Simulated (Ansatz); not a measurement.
# C₂H₃BF₂O: a ladder of functionals and wavefunction methods

How much do the methods differ for C₂H₃BF₂O? The plan is to run it at one geometry with functionals of several rungs and with coupled cluster, and see how far each lands from CCSD(T) at the basis-set limit for the atomisation energy.

Method: functionals in def2-TZVPP, the program's frozen cores in correlated methods; program: Ansatz 0.2.0, Gaussian basis.

The runs, in order: PBE-D4, r2SCAN-D4, PBE0-D4, B3LYP-D4, ωB97X-V, ωB97M-V, B2PLYP; CCSD(T)/def2-TZVPP; MP2/def2-QZVPP; extrapolation to the limit.

### Step 1. The relaxed structure

All runs share one geometry, relaxed beforehand with PBE0-D4 in a triple-zeta def2 set.

SMILES `C=C(F)B(O)F`, 9 atoms, charge 0, spin multiplicity 1.

Atoms are counted from 1 here; the program's logs count them from 0.

Bond lengths: C1–C2 1.326 Å, C1–H7 1.084 Å, C1–H8 1.082 Å, C2–F3 1.346 Å, C2–B4 1.560 Å, B4–O5 1.345 Å, B4–F6 1.336 Å, O5–H9 0.962 Å. Angles: C2–C1–H7 121.9°, C2–C1–H8 119.1°, H7–C1–H8 119.0°, C1–C2–F3 119.6°, C1–C2–B4 124.7°, F3–C2–B4 115.8°, C2–B4–O5 120.9°, C2–B4–F6 118.6°, O5–B4–F6 120.6°, B4–O5–H9 113.4°.

### Step 2. PBE-D4 (GGA)

Contents of in.yaml:

```yaml
crystal:
  periodic: [false, false, false]
  atoms:
    - {symbol: C, position_ang: [-0.479863, -1.186204, 1.032233]}
    - {symbol: C, position_ang: [0.367447, -0.511633, 0.267584]}
    - {symbol: F, position_ang: [1.647858, -0.916960, 0.177555]}
    - {symbol: B, position_ang: [-0.003144, 0.753818, -0.565725]}
    - {symbol: O, position_ang: [0.919574, 1.378903, -1.317987]}
    - {symbol: F, position_ang: [-1.259059, 1.205530, -0.516892]}
    - {symbol: H, position_ang: [-0.172723, -2.061094, 1.592804]}
    - {symbol: H, position_ang: [-1.507054, -0.854388, 1.099278]}
    - {symbol: H, position_ang: [0.575463, 2.145628, -1.785950]}
basis:
  gaussian: {orbitals: def2-TZVPP}
hamiltonian: {xc: pbe, dispersion: d4}
output: {forces: true, orbitals: {seedname: orbitals}}
```

Command:

```
$ ansatz run in.yaml --threads 4 --pin off --events-out ev --progress --plain --max-ram 10444MiB
```

Log, cut to the lines that bear on the results:

```text
Functional definition: PBE
  name "PBE"
  cite "Perdew, Burke & Ernzerhof, Phys. Rev. Lett. 77, 3865 (1996) doi:10.1103/PhysRevLett.77.3865"
  parent pbe
[...]
1169 factors; their error is unknown
[...]
mean field -10275.81156377 eV, -377.6291097734 hartree, gradient 2.5e-5 eV, S^2 0.000000; 0 other end points of the search recorded, 0 dependent functions left out
[...]
reference -10275.81160320 eV, -377.6291112222 hartree; 23, 23 occupied and 205, 205 virtual orbitals, 1169 factors
Total energy: -10275.96612371 eV, -377.6347897464 hartree
Atom 0 at    -0.479863    -1.186204     1.032233 Å, force    -0.305988    -0.247237     0.280589 eV/Å
Atom 1 at     0.367447    -0.511633     0.267584 Å, force    -0.161888     0.413713    -0.262020 eV/Å
Atom 2 at     1.647858    -0.916960     0.177555 Å, force     0.696212    -0.209574    -0.056214 eV/Å
Atom 3 at    -0.003144     0.753818    -0.565725 Å, force     0.108573    -0.305935     0.196578 eV/Å
Atom 4 at     0.919574     1.378903    -1.317987 Å, force     0.612214    -0.094425    -0.117977 eV/Å
Atom 5 at    -1.259059     1.205530    -0.516892 Å, force    -0.621420     0.213589     0.031052 eV/Å
Atom 6 at    -0.172723    -2.061094     1.592804 Å, force     0.047403    -0.185066     0.123046 eV/Å
Atom 7 at    -1.507054    -0.854388     1.099278 Å, force    -0.216041     0.053492     0.026556 eV/Å
Atom 8 at     0.575463     2.145628    -1.785950 Å, force    -0.159065     0.361444    -0.221610 eV/Å
Dipole moment:    -0.227545     0.184734    -0.068446 e Å
```

Run time: 3.6 s. Hardware: 4 threads of Arm Neoverse N1, shared host; peak memory 0.25 GiB.

With the free atoms at this level, -10232.809 eV in sum, the atomisation energy is 4164.0 kJ/mol. HOMO -6.66 eV, LUMO -2.04 eV.

### Step 3. r2SCAN-D4 (meta-GGA)

Edit in.yaml of step 2 so:

```diff
@@ -14,3 +14,3 @@
   gaussian: {orbitals: def2-TZVPP}
-hamiltonian: {xc: pbe, dispersion: d4}
+hamiltonian: {xc: r2scan, dispersion: d4}
 output: {forces: true, orbitals: {seedname: orbitals}}
```

Same command.

Log, cut to the lines that bear on the results:

```text
Functional definition: r2SCAN
  name "r2SCAN"
  cite "Furness, Kaplan, Ning, Perdew & Sun, J. Phys. Chem. Lett. 11, 8208 (2020) doi:10.1021/acs.jpclett.0c02405"
  cite "Furness, Kaplan, Ning, Perdew & Sun, J. Phys. Chem. Lett. 11, 9248 (2020) doi:10.1021/acs.jpclett.0c03077"
  parent r2scan
[...]
1169 factors; their error is unknown
[...]
mean field -10282.06186643 eV, -377.8588041596 hartree, gradient 3.2e-5 eV, S^2 0.000000; 0 other end points of the search recorded, 0 dependent functions left out
[...]
reference -10282.06187784 eV, -377.8588045788 hartree; 23, 23 occupied and 205, 205 virtual orbitals, 1169 factors
Total energy: -10282.10035894 eV, -377.8602187330 hartree
Atom 0 at    -0.479863    -1.186204     1.032233 Å, force    -0.154719    -0.156075     0.166126 eV/Å
Atom 1 at     0.367447    -0.511633     0.267584 Å, force    -0.253116     0.264303    -0.122389 eV/Å
Atom 2 at     1.647858    -0.916960     0.177555 Å, force     0.359649    -0.102497    -0.032952 eV/Å
Atom 3 at    -0.003144     0.753818    -0.565725 Å, force     0.039304    -0.141009     0.094517 eV/Å
Atom 4 at     0.919574     1.378903    -1.317987 Å, force     0.179068     0.058054    -0.098651 eV/Å
Atom 5 at    -1.259059     1.205530    -0.516892 Å, force    -0.174571     0.047489     0.017661 eV/Å
Atom 6 at    -0.172723    -2.061094     1.592804 Å, force    -0.006518     0.011894    -0.007886 eV/Å
Atom 7 at    -1.507054    -0.854388     1.099278 Å, force     0.025498    -0.002072    -0.005980 eV/Å
Atom 8 at     0.575463     2.145628    -1.785950 Å, force    -0.014594     0.019914    -0.010446 eV/Å
Dipole moment:    -0.244177     0.182658    -0.061784 e Å
```

Run time: 6 s. Hardware: 4 threads of Arm Neoverse N1, shared host; peak memory 0.28 GiB.

Atomisation energy: 4053.7 kJ/mol (free atoms -10240.087 eV, run apart). HOMO -6.91 eV, LUMO -1.86 eV.

### Step 4. PBE0-D4 (hybrid)

Edit in.yaml of step 3 so:

```diff
@@ -14,3 +14,3 @@
   gaussian: {orbitals: def2-TZVPP}
-hamiltonian: {xc: r2scan, dispersion: d4}
-output: {forces: true, orbitals: {seedname: orbitals}}
+hamiltonian: {xc: pbe0, dispersion: d4}
+output: {orbitals: {seedname: orbitals}}
```

Same command.

Log:

```text
Functional definition: PBE0
  name "PBE0"
  cite "Adamo & Barone, J. Chem. Phys. 110, 6158 (1999) doi:10.1063/1.478522"
  cite "Perdew, Burke & Ernzerhof, Phys. Rev. Lett. 77, 3865 (1996) doi:10.1103/PhysRevLett.77.3865"
  parent pbe
  parameter a = 0.25
  parameter kappa = 0.804
  parameter beta = 0.06672455060314922
  exchange = (1 - a)*pbe_x(kappa = kappa, mu = beta*pi^2/3) + a*exact_x
  correlation = pbe_c(beta = beta)
1169 factors; their error is unknown
mean field evaluation 1: about -10268.7124 eV, gradient 6.5e1 eV
mean field evaluation 2: about -10264.4922 eV, gradient 8.0e1 eV
mean field evaluation 4: about -10276.0290 eV, gradient 2.8e0 eV
mean field evaluation 8: about -10276.0446 eV, gradient 5.6e-2 eV
mean field evaluation 16: about -10276.0745 eV, gradient 9.4e-5 eV
mean field -10276.07447471 eV, -377.6387715722 hartree, gradient 2.2e-5 eV, S^2 0.000000; 0 other end points of the search recorded, 0 dependent functions left out
reference -10276.07450332 eV, -377.6387726237 hartree; 23, 23 occupied and 205, 205 virtual orbitals, 1169 factors
Total energy: -10276.20340385 eV, -377.6435096305 hartree
```

Wall time 3.4 s (4 threads of Arm Neoverse N1, shared host); peak memory 0.46 GiB.

Atomisation energy: 4044.4 kJ/mol (free atoms -10234.286 eV, run apart). HOMO -7.92 eV, LUMO -1.10 eV.

### Step 5. B3LYP-D4 (hybrid)

B3LYP here takes the VWN-RPA correlation.

Edit in.yaml of step 4 so:

```diff
@@ -14,3 +14,3 @@
   gaussian: {orbitals: def2-TZVPP}
-hamiltonian: {xc: pbe0, dispersion: d4}
-output: {orbitals: {seedname: orbitals}}
+hamiltonian: {xc: {name: B3LYP}, dispersion: d4}
+output: {forces: true, orbitals: {seedname: orbitals}}
```

Launched as before.

Log, cut to the lines that bear on the results:

```text
Functional definition: B3LYP
  name "B3LYP"
  cite "Stephens, Devlin, Chabalowski & Frisch, J. Phys. Chem. 98, 11623 (1994) doi:10.1021/j100096a001"
  cite "Becke, Phys. Rev. A 38, 3098 (1988) doi:10.1103/PhysRevA.38.3098"
  cite "Lee, Yang & Parr, Phys. Rev. B 37, 785 (1988) doi:10.1103/PhysRevB.37.785"
  cite "Vosko, Wilk & Nusair, Can. J. Phys. 58, 1200 (1980) doi:10.1139/p80-159"
[...]
1169 factors; their error is unknown
[...]
mean field -10287.20518082 eV, -378.0478174769 hartree, gradient 2.0e-5 eV, S^2 0.000000; 0 other end points of the search recorded, 0 dependent functions left out
[...]
reference -10287.20542053 eV, -378.0478262862 hartree; 23, 23 occupied and 205, 205 virtual orbitals, 1169 factors
Total energy: -10287.45301641 eV, -378.0569252669 hartree
Atom 0 at    -0.479863    -1.186204     1.032233 Å, force    -0.103180    -0.092378     0.102738 eV/Å
Atom 1 at     0.367447    -0.511633     0.267584 Å, force    -0.367917     0.177845    -0.022521 eV/Å
Atom 2 at     1.647858    -0.916960     0.177555 Å, force     0.417412    -0.133803    -0.027249 eV/Å
Atom 3 at    -0.003144     0.753818    -0.565725 Å, force     0.119858    -0.160520     0.084336 eV/Å
Atom 4 at     0.919574     1.378903    -1.317987 Å, force     0.075951     0.078975    -0.082574 eV/Å
Atom 5 at    -1.259059     1.205530    -0.516892 Å, force    -0.212884     0.080531     0.004745 eV/Å
Atom 6 at    -0.172723    -2.061094     1.592804 Å, force    -0.033490     0.058658    -0.034611 eV/Å
Atom 7 at    -1.507054    -0.854388     1.099278 Å, force     0.073701    -0.044413     0.010860 eV/Å
Atom 8 at     0.575463     2.145628    -1.785950 Å, force     0.030549     0.035106    -0.035723 eV/Å
Dipole moment:    -0.258607     0.179880    -0.055275 e Å
```

It took 5 s on 4 threads of Arm Neoverse N1, shared host; peak memory 0.53 GiB.

Atomisation energy: 4019.7 kJ/mol (free atoms -10245.792 eV, run apart). HOMO -7.69 eV, LUMO -1.34 eV.

### Step 6. ωB97X-V (range-separated)

Edit in.yaml of step 5 so:

```diff
@@ -14,3 +14,3 @@
   gaussian: {orbitals: def2-TZVPP}
-hamiltonian: {xc: {name: B3LYP}, dispersion: d4}
-output: {forces: true, orbitals: {seedname: orbitals}}
+hamiltonian: {xc: {name: wB97X-V}}
+output: {orbitals: {seedname: orbitals}}
```

Same command.

Log, cut to the lines that bear on the results:

```text
Functional definition: wB97X-V
  name "wB97X-V"
  cite "Mardirossian & Head-Gordon, Phys. Chem. Chem. Phys. 16, 9904 (2014) doi:10.1039/C3CP54374A"
  cite "Becke, J. Chem. Phys. 107, 8554 (1997) doi:10.1063/1.475007"
  cite "Vydrov & Van Voorhis, J. Chem. Phys. 133, 244103 (2010) doi:10.1063/1.3521275"
[...]
      + integral(e_c_pw_opposite_spin*poly(b97_u_opposite, cos0, cos1)) + vv10(b, c)
1169 factors; their error is unknown
268 factors; integrals over basis functions are off by at most 8.6e-6 eV
[...]
mean field -10283.61156123 eV, -377.9157543928 hartree, gradient 6.1e-5 eV, S^2 0.000000; 0 other end points of the search recorded, 0 dependent functions left out
reference -10283.61155932 eV, -377.9157543228 hartree; 23, 23 occupied and 205, 205 virtual orbitals, 1169 factors
Total energy: -10283.61155932 eV, -377.9157543228 hartree
```

Run time: 9.5 s. Hardware: 4 threads of Arm Neoverse N1, shared host; peak memory 0.58 GiB.

Atomisation energy: 4018.6 kJ/mol (free atoms -10241.962 eV, run apart). HOMO -10.26 eV, LUMO 1.16 eV.

### Step 7. ωB97M-V (range-separated)

Edit in.yaml of step 6 so:

```diff
@@ -14,3 +14,3 @@
   gaussian: {orbitals: def2-TZVPP}
-hamiltonian: {xc: {name: wB97X-V}}
-output: {orbitals: {seedname: orbitals}}
+hamiltonian: {xc: {name: wB97M-V}}
+output: {forces: true, orbitals: {seedname: orbitals}}
```

Launched as before.

Log, cut to the lines that bear on the results:

```text
Functional definition: wB97M-V
  name "wB97M-V"
  cite "Mardirossian & Head-Gordon, J. Chem. Phys. 144, 214110 (2016) doi:10.1063/1.4952647"
  cite "Becke, J. Chem. Phys. 107, 8554 (1997) doi:10.1063/1.475007"
  cite "Vydrov & Van Voorhis, J. Chem. Phys. 133, 244103 (2010) doi:10.1063/1.3521275"
  # Of w^i u^j: cxij and so on, Table III.
[...]
  gx(w, u) = 1 - cx + cx01*u + cx10*w
  gss(w, u) = css00 + css04*u^4 + css10*w + css20*w^2 + css43*w^4*u^3
  gos(w, u) = cos00 + cos10*w + (cos20 + cos21*u)*w^2 + (cos60 + cos61*u)*w^6
[...]
      + integral(e_c_pw_mod_opposite_spin*gos(b97_w_opposite, b97_u_opposite)) + vv10(b, c)
1169 factors; their error is unknown
268 factors; integrals over basis functions are off by at most 8.6e-6 eV
[...]
Total energy: -10284.02219817 eV, -377.9308450221 hartree
Atom 0 at    -0.479863    -1.186204     1.032233 Å, force     0.003071     0.023151    -0.016296 eV/Å
Atom 1 at     0.367447    -0.511633     0.267584 Å, force    -0.380336    -0.031075     0.137605 eV/Å
Atom 2 at     1.647858    -0.916960     0.177555 Å, force     0.306465    -0.095444    -0.021876 eV/Å
Atom 3 at    -0.003144     0.753818    -0.565725 Å, force     0.086174    -0.083423     0.036972 eV/Å
Atom 4 at     0.919574     1.378903    -1.317987 Å, force     0.083655     0.109846    -0.108074 eV/Å
Atom 5 at    -1.259059     1.205530    -0.516892 Å, force    -0.201034     0.060948     0.015754 eV/Å
Atom 6 at    -0.172723    -2.061094     1.592804 Å, force    -0.004445     0.070972    -0.052743 eV/Å
Atom 7 at    -1.507054    -0.854388     1.099278 Å, force     0.082227    -0.018218    -0.011368 eV/Å
Atom 8 at     0.575463     2.145628    -1.785950 Å, force     0.024224    -0.036757     0.020026 eV/Å
Dipole moment:    -0.261511     0.189447    -0.061540 e Å
```

Run time: 14 s. Hardware: 4 threads of Arm Neoverse N1, shared host; peak memory 0.69 GiB.

With the free atoms at this level, -10242.160 eV in sum, the atomisation energy is 4039.1 kJ/mol. HOMO -10.16 eV, LUMO 1.05 eV.

### Step 8. B2PLYP (double hybrid)

Edit in.yaml of step 7 so:

```diff
@@ -14,3 +14,2 @@
   gaussian: {orbitals: def2-TZVPP}
-hamiltonian: {xc: {name: wB97M-V}}
-output: {forces: true, orbitals: {seedname: orbitals}}
+hamiltonian: {xc: {name: B2PLYP}}
```

Same command.

Log, cut to the lines that bear on the results:

```text
Functional definition: B2PLYP
  name "B2PLYP"
  cite "Grimme, J. Chem. Phys. 124, 034108 (2006) doi:10.1063/1.2148954"
  cite "Becke, Phys. Rev. A 38, 3098 (1988) doi:10.1103/PhysRevA.38.3098"
  cite "Lee, Yang & Parr, Phys. Rev. B 37, 785 (1988) doi:10.1103/PhysRevB.37.785"
[...]
1444 factors; integrals over basis functions are off by at most 1.2e-3 eV
[...]
mean field -10270.33174568 eV, -377.4277301729 hartree, gradient 2.9e-6 eV, S^2 0.000000; 0 other end points of the search recorded, 0 dependent functions left out
6 core orbitals not correlated: weight in the atoms' cores, before any rotation towards them, 1.000 or more for the frozen orbitals, at most 0.000 for the correlated occupied ones
reference -10270.33189442 eV, -377.4277356389 hartree; 17, 17 occupied and 205, 205 virtual orbitals, 1444 factors
second order -37.08645134 eV of doubles, -0.00000000 eV of singles
Total energy: -10280.34523628 eV, -377.7957191650 hartree
```

Run time: 7 s. Hardware: 4 threads of Arm Neoverse N1, shared host; peak memory 0.55 GiB.

With the free atoms at this level, -10238.948 eV in sum, the atomisation energy is 3994.2 kJ/mol.

### Step 9. Frontier levels by functional

Dipoles come from the runs that computed forces. Levels, from each run's orbital file:

```
functional  HOMO (eV)  LUMO (eV)  gap (eV)  dipole (D)
    PBE-D4      -6.66      -2.04      4.61        1.45
 r2SCAN-D4      -6.91      -1.86      5.05        1.49
   PBE0-D4      -7.92      -1.10      6.82            
  B3LYP-D4      -7.69      -1.34      6.35        1.54
   ωB97X-V     -10.26       1.16     11.42            
   ωB97M-V     -10.16       1.05     11.22        1.58
```

### Step 10. CCSD(T) in def2-TZVPP

Edit in.yaml of step 8 so:

```diff
@@ -14,2 +14,2 @@
   gaussian: {orbitals: def2-TZVPP}
-hamiltonian: {xc: {name: B2PLYP}}
+correlation: {method: ccsd_t}
```

Same command.

Log, cut to the lines that bear on the results:

```text
Functional definition: HF
  name "HF"
  cite "Fock, Z. Phys. 61, 126 (1930) doi:10.1007/BF01340294"
  parent pbe
[...]
1444 factors; integrals over basis functions are off by at most 1.2e-3 eV
[...]
mean field -10236.27297690 eV, -376.1760935062 hartree, gradient 3.9e-6 eV, S^2 0.000000; 0 other end points of the search recorded, 0 dependent functions left out; unrestricted orbitals would lower it
6 core orbitals not correlated: weight in the atoms' cores, before any rotation towards them, 1.000 or more for the frozen orbitals, at most 0.000 for the correlated occupied ones
reference -10236.27297690 eV, -376.1760935062 hartree; 17, 17 occupied and 205, 205 virtual orbitals, 1444 factors
second order -30.95520266 eV of doubles, -0.00000000 eV of singles
cycle   1  -30.71062840 eV  change    2.4e-1 eV  update   1.2e-1
[...]
cycle  10  -31.50362479 eV  change   -1.8e-5 eV  update   1.2e-5
perturbative correction -1.15802051 eV, -0.0425564688 hartree
Total energy: -10268.93462220 eV, -377.3763868321 hartree
```

It took 3.8 min on 4 threads of Arm Neoverse N1, shared host; peak memory 4.4 GiB.

### Step 11. MP2 in def2-QZVPP

Edit in.yaml of step 10 so:

```diff
@@ -13,3 +13,3 @@
 basis:
-  gaussian: {orbitals: def2-TZVPP}
-correlation: {method: ccsd_t}
+  gaussian: {orbitals: "def2-QZVPP.json"}
+correlation: {method: mp2}
```

The command is unchanged.

Log:

```text
Functional definition: HF
  name "HF"
  cite "Fock, Z. Phys. 61, 126 (1930) doi:10.1007/BF01340294"
  parent pbe
  exchange = exact_x
  correlation = 0
2669 factors; integrals over basis functions are off by at most 8.5e-4 eV
mean field evaluation 1: about -10232.4037 eV, gradient 4.7e1 eV
mean field evaluation 2: about -10232.5329 eV, gradient 4.7e1 eV
mean field evaluation 4: about -10236.6691 eV, gradient 4.0e0 eV
mean field evaluation 8: about -10236.7274 eV, gradient 3.0e-1 eV
mean field -10236.72792821 eV, -376.1928126583 hartree, gradient 2.9e-6 eV, S^2 0.000000; 0 other end points of the search recorded, 0 dependent functions left out; unrestricted orbitals would lower it
mean field evaluation 16: about -10236.6327 eV, gradient 1.5e0 eV
6 core orbitals not correlated: weight in the atoms' cores, before any rotation towards them, 1.000 or more for the frozen orbitals, at most 0.000 for the correlated occupied ones
reference -10236.72792821 eV, -376.1928126583 hartree; 17, 17 occupied and 409, 409 virtual orbitals, 2669 factors
second order -33.53779353 eV of doubles, -0.00000000 eV of singles
Total energy: -10270.26572174 eV, -377.4253038378 hartree
```

Run time: 30 s. Hardware: 4 threads of Arm Neoverse N1, shared host; peak memory 2.3 GiB.

The pieces so far (eV):

```
     basis           HF  MP2 correlation  CCSD correlation      (T)              total
def2-TZVPP  -10236.2730         -30.9552          -31.5036  -1.1580        -10268.9346
def2-QZVPP  -10236.7279         -33.5378                             -10270.2657 (MP2)
```

The report of the def2-TZVPP run gives T1 = 0.0132.

### Step 12. From triple and quadruple zeta to the limit

No new run: Hartree-Fock is extrapolated as exp(−7.88√X) and correlation as X^−2.97, with X = 3 and 4; only MP2 was run in the larger set, so CCSD(T) minus MP2 is added from the smaller one.

```
  level  energy at the limit (eV)
     HF               -10236.7906
    MP2               -10272.2414
   CCSD               -10272.7898
CCSD(T)               -10273.9479
```

### Step 13. The ladder

Free atoms (2 C, 2 F, 1 B, 1 O, 3 H) were run apart at each level; the atomisation energy is their sum less the molecule, without zero-point or spin-orbit terms.

Differences are taken before rounding.

```
            method             rung  atomisation energy (kJ/mol)  from CCSD(T)/CBS (kJ/mol)     time
            PBE-D4              GGA                       4164.0                     +150.5    3.6 s
         r2SCAN-D4         meta-GGA                       4053.7                      +40.2      6 s
           PBE0-D4           hybrid                       4044.4                      +30.9    3.4 s
          B3LYP-D4           hybrid                       4019.7                       +6.2      5 s
           ωB97X-V  range-separated                       4018.6                       +5.0    9.5 s
           ωB97M-V  range-separated                       4039.1                      +25.5     14 s
            B2PLYP    double hybrid                       3994.2                      -19.3      7 s
     HF/def2-TZVPP     wavefunction                       2941.0                    -1072.6         
    MP2/def2-TZVPP     wavefunction                       4055.8                      +42.3         
   CCSD/def2-TZVPP     wavefunction                       3840.2                     -173.3         
CCSD(T)/def2-TZVPP     wavefunction                       3912.3                     -101.2  3.8 min
           MP2/CBS     wavefunction                       4157.0                     +143.4         
       CCSD(T)/CBS     wavefunction                       4013.5                          0  4.3 min
```

Among the levels timed on like hardware and quicker than the yardstick, those that no quicker one beats, quickest first: PBE0-D4 (3.4 s, +30.9 kJ/mol); B3LYP-D4 (5 s, +6.2 kJ/mol); ωB97X-V (9.5 s, +5.0 kJ/mol).

B2PLYP carry no dispersion term (for B3LYP, D4 adds 23.9 kJ/mol).

Times are those of the molecule's run; HF, MP2 and CCSD come out of the CCSD(T) runs, and the limit's time is the sum of the runs that it needs.

### Step 14. What came out

| quantity | value |
| --- | --- |
| atomisation energy, CCSD(T)/CBS | 4013.5 kJ/mol |
| functionals within 20.1 kJ/mol (0.5 %) | B3LYP-D4, ωB97X-V, B2PLYP |
| farthest | PBE-D4 (+150.5 kJ/mol) |
| mean size of error, hybrid | 18.5 kJ/mol |
| mean size of error, range-separated | 15.3 kJ/mol |
| gap, smallest and largest | 4.61 eV (PBE-D4), 11.42 eV (ωB97X-V) |
| T1 diagnostic | 0.0132 |
| triples share of the correlation energy | 3.5 % |

PBE-D4 misses by +150.5 kJ/mol. Double hybrids carry the basis error of their MP2 part in triple zeta, and no dispersion term here, so their miss is partly the set-up's. The reference freezes the cores and leaves out relativity and excitations past (T), so misses under about 20.1 kJ/mol can't be ranked. Hartree-Fock recovers 73 % of the binding; the rest is correlation. The gap grows from 4.6 to 11.4 eV across the functionals, mostly with the share of exact exchange. The restricted reference is unstable towards a spin-broken one.

For cost: ωB97X-V gets within 5.0 kJ/mol in 9.5 s, where CCSD(T)/CBS took 4.3 min; the quickest level in the cost chart, PBE0-D4, takes 3.4 s and misses by 30.9 kJ/mol.
